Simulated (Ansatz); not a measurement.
**H2: vertical energies of changing the electron count, by script**

What does it cost to change the electron count of H2? The task is vertical energies of changing the electron count, for H2. SMILES: [2H][2H].

Computed with Ansatz 0.2.0 through its Python package. Level of theory: CAM-B3LYP/def2-SVPD.

### 1 The system

Bond lengths: H1–H2 0.708 Å.

Input file h2.xyz:

```xyz
2

H     0.35400    0.00000    0.00000
H    -0.35400    0.00000    0.00000
```

### 2 Script

The input, ip.py:

```python
"""Vertical ionisation energy and electron affinity of H2."""

import ansatz

BASIS = "def2-SVPD"
FUNCTIONAL = "CAM-B3LYP"


def single_point(molecule, charge=0, unpaired=0):
    calc = molecule.calculation().basis(gaussian=BASIS).functional(FUNCTIONAL)
    if charge:
        calc = calc.charge(charge)
    if unpaired:
        calc = calc.spin("collinear", total=unpaired)
    report = calc.run(threads=1).report
    if report["published_state_doubts"]:
        print("  doubts:", report["published_state_doubts"])
    return report["free_energy_ev"]


def main() -> None:
    mol = ansatz.Crystal.molecule_from_extxyz("h2.xyz")

    # delta-SCF style differences, no relaxation
    parent = single_point(mol, 0, 0)
    cation = single_point(mol, 1, 1)
    print(f"E(N)   = {parent:.5f} eV")
    print(f"E(N-1) = {cation:.5f} eV  (1 unpaired)")
    print(f"vertical ionisation energy {cation - parent:.3f} eV")
    anion = single_point(mol, -1, 1)
    print(f"E(N+1) = {anion:.5f} eV  (1 unpaired)")
    print(f"vertical electron affinity {parent - anion:.3f} eV" + ("" if anion < parent else " (unbound in this basis)"))
    print(f"fundamental gap IP - EA = {cation + anion - 2 * parent:.3f} eV")


if __name__ == "__main__":
    main()
```

### 3 Running it

Launch:

```bash
> python ip.py
```

**Question.** What does it cost to change the electron count at this fixed geometry?

**Answer**, as computed:

```
                  quantity      value
vertical ionisation energy  16.707 eV
vertical electron affinity  -3.741 eV
             runs compared          3
```

In words: The ionisation energy is a difference of two total energies at the neutral geometry. The added electron isn't bound in this basis, so the negative affinity reflects the basis as much as the molecule. At this unrelaxed geometry removing an electron costs 16.71 eV and an added one is unbound in this basis (by 3.74 eV). Reading the output:
- The geometry is a force-field or estimated start, not a minimum of this method, and the basis set is short of its limit. All parts are taken at fixed geometry, without zero-point energy. At an unrelaxed start these energies can be a whole eV from those at the minimum, and a small affinity can change sign.
- A negative electron affinity means that the anion is unbound here; its size hangs on the basis and tends to about zero as the basis grows, and so does its part in any gap built on it.
